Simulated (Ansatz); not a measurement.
# Ta2SiO2: the cost of one run

Method: DFT PBE, scalar-relativistic, plane waves, PAW, in Ansatz 0.2.0.

## Step 1: The structure to begin with

The structure is trigonal, space group P-3m1 (No. 164). Conventional cell: a = 3.564 Å, b = 3.564 Å, c = 4.978 Å, α = 90.00°, β = 90.00°, γ = 120.00°. Ta (site symmetry 3m) is surrounded by 3 Ta at 2.36 Å and 5 O at 2.41 to 2.56 Å. Si (site symmetry -3m) has 6 O at 2.16 Å as nearest neighbours. Around O (site symmetry 3m) lie 3 Si at 2.16 Å and 5 Ta at 2.41 to 2.56 Å and 3 O at 2.43 Å.

As a file:

```xyz
5
Lattice="3.5637 0.0000 0.0000 -1.7818 3.0862 0.0000 0.0000 0.0000 4.9776" Properties=species:S:1:pos:R:3 pbc="T T T"
Ta    1.7818    1.0287    3.0641
Ta    0.0000    2.0575    1.9135
Si    0.0000    0.0000    0.0000
O     0.0000    2.0575    4.3283
O     1.7818    1.0287    0.6493
```

A structure generator made this guess: close-packed anion layers stacked AB|A, with sites between them filled layer by layer (P-3m1, No. 164). The dimensions are guesses.

## Step 2: Probe: one point on a coarse mesh

File input.yaml:

```yaml
crystal:
  lattice:
    - [3.56365462, 0.0, 0.0]
    - [-1.78182731, 3.08621543, 0.0]
    - [0.0, 0.0, 4.97759654]
  atoms:
    - { symbol: Ta, position: [0.66666667, 0.33333333, 0.61558289] }
    - { symbol: Ta, position: [0.33333333, 0.66666667, 0.38441711] }
    - { symbol: Si, position: [0.0, 0.0, 0.0] }
    - { symbol: O, position: [0.33333333, 0.66666667, 0.86955326] }
    - { symbol: O, position: [0.66666667, 0.33333333, 0.13044674] }
basis:
  ecutwfc: 420
kpoints:
  mp_grid: { grid: [6, 6, 4] }
hamiltonian:
  xc: pbe
scf:
  occupations: { method: gaussian, width: 0.1 }
  lower_state_search: "off"
output:
  forces: true
  stress: true
  eigenvalues: true
```

Run with:

```bash
$ ansatz run input.yaml --threads 1 --pin off --max-ram 2048MiB --backend cpu --events-out ev --progress --plain --runs-dir out
```

**Question.** How long does this run take on 1 thread of Arm Neoverse V1, shared host, and how much memory does it need?

About 2.9 s, with a peak of 0.32 GiB.
